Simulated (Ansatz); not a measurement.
# C10H7I: how energies converge with the basis set

One table from this session's results is given with a row withheld; the runs are named, their logs left out.

The runs use Ansatz 0.2.0, Gaussian basis; one geometry, several basis sets.

The runs, in order: PBE0-D4/def2-SVP; ωB97M-V/def2-SVP; PBE0-D4/def2-QZVPP; ωB97M-V/def2-QZVPP; the functionals' def2-TZVPP values are taken from earlier runs.

## The geometry

An earlier PBE0-D4 in a triple-zeta def2 set relaxation fixed the geometry. I takes the def2 core potential; no spin-orbit term is included.

SMILES `Ic1cccc2ccccc12`, 18 atoms, charge 0, spin multiplicity 1.

Atoms are counted from 1 here; the program's logs count them from 0.

Bond lengths: I1–C2 2.092 Å, C2–C3 1.368 Å, C2–C11 1.418 Å, C3–C4 1.406 Å, C3–H12 1.082 Å, C4–C5 1.365 Å, C4–H13 1.084 Å, C5–C6 1.410 Å, C5–H14 1.085 Å, C6–C7 1.412 Å, C6–C11 1.426 Å, C7–C8 1.366 Å, C7–H15 1.085 Å, C8–C9 1.406 Å, C8–H16 1.084 Å, C9–C10 1.367 Å, C9–H17 1.084 Å, C10–C11 1.411 Å and more. Angles: I1–C2–C3 117.5°, I1–C2–C11 120.8°, C3–C2–C11 121.7°, C2–C3–C4 120.1°, C2–C3–H12 120.2°, C4–C3–H12 119.7°, C3–C4–C5 120.3°, C3–C4–H13 119.1°, C5–C4–H13 120.6°, C4–C5–C6 120.7°, C4–C5–H14 120.7°, C6–C5–H14 118.7°, C5–C6–C7 121.1°, C5–C6–C11 119.9°, C7–C6–C11 119.0°, C6–C7–C8 121.1°, C6–C7–H15 118.3°, C8–C7–H15 120.6° and more.

The first run:

The input, in.yaml:

```yaml
crystal:
  periodic: [false, false, false]
  atoms:
    - {symbol: I, position_ang: [2.586210, -2.476811, 0.864845]}
    - {symbol: C, position_ang: [1.472662, -1.057558, -0.194121]}
    - {symbol: C, position_ang: [1.893354, -0.739884, -1.456392]}
    - {symbol: C, position_ang: [1.185987, 0.207331, -2.217775]}
    - {symbol: C, position_ang: [0.077146, 0.815036, -1.703649]}
    - {symbol: C, position_ang: [-0.376330, 0.504299, -0.404735]}
    - {symbol: C, position_ang: [-1.521884, 1.127015, 0.136387]}
    - {symbol: C, position_ang: [-1.960774, 0.825738, 1.394387]}
    - {symbol: C, position_ang: [-1.266855, -0.118924, 2.171002]}
    - {symbol: C, position_ang: [-0.153513, -0.741168, 1.678339]}
    - {symbol: C, position_ang: [0.327430, -0.453951, 0.383462]}
    - {symbol: H, position_ang: [2.771492, -1.215905, -1.873474]}
    - {symbol: H, position_ang: [1.533164, 0.447144, -3.215930]}
    - {symbol: H, position_ang: [-0.472715, 1.546418, -2.285831]}
    - {symbol: H, position_ang: [-2.048791, 1.854125, -0.472362]}
    - {symbol: H, position_ang: [-2.841955, 1.312133, 1.796219]}
    - {symbol: H, position_ang: [-1.617313, -0.356009, 3.168779]}
    - {symbol: H, position_ang: [0.375384, -1.467631, 2.282751]}
basis:
  gaussian: {orbitals: def2-SVP}
hamiltonian: {xc: pbe0, dispersion: d4}
output: {orbitals: {seedname: orbitals}}
```

Run with:

```sh
$ ansatz run in.yaml --threads 4 --pin off --events-out ev --progress --plain --max-ram 66560MiB --backend cpu
```

Among the steps run: PBE0-D4 in def2-SVP; ωB97M-V in def2-SVP; PBE0-D4 in def2-QZVPP; ωB97M-V in def2-QZVPP.

One table of the session follows, with a row left open; its other results are not shown here.

It belongs to the step «Density functionals: the series». 

| functional | basis | HOMO (eV) |
| --- | --- | --- |
| PBE0-D4 | def2-SVP | -6.37 |
| PBE0-D4 | def2-TZVPP | -6.39 |
| PBE0-D4 | def2-QZVPP | -6.41 |
| ωB97M-V | def2-SVP | ? |
| ωB97M-V | def2-TZVPP | -8.30 |
| ωB97M-V | def2-QZVPP | -8.31 |

Estimate the missing values for ωB97M-V, def2-SVP.

**Answer.** HOMO (eV): -8.27. In the column «HOMO (eV)» it lies between ωB97M-V, def2-TZVPP (-8.30) and PBE0-D4, def2-QZVPP (-6.41).
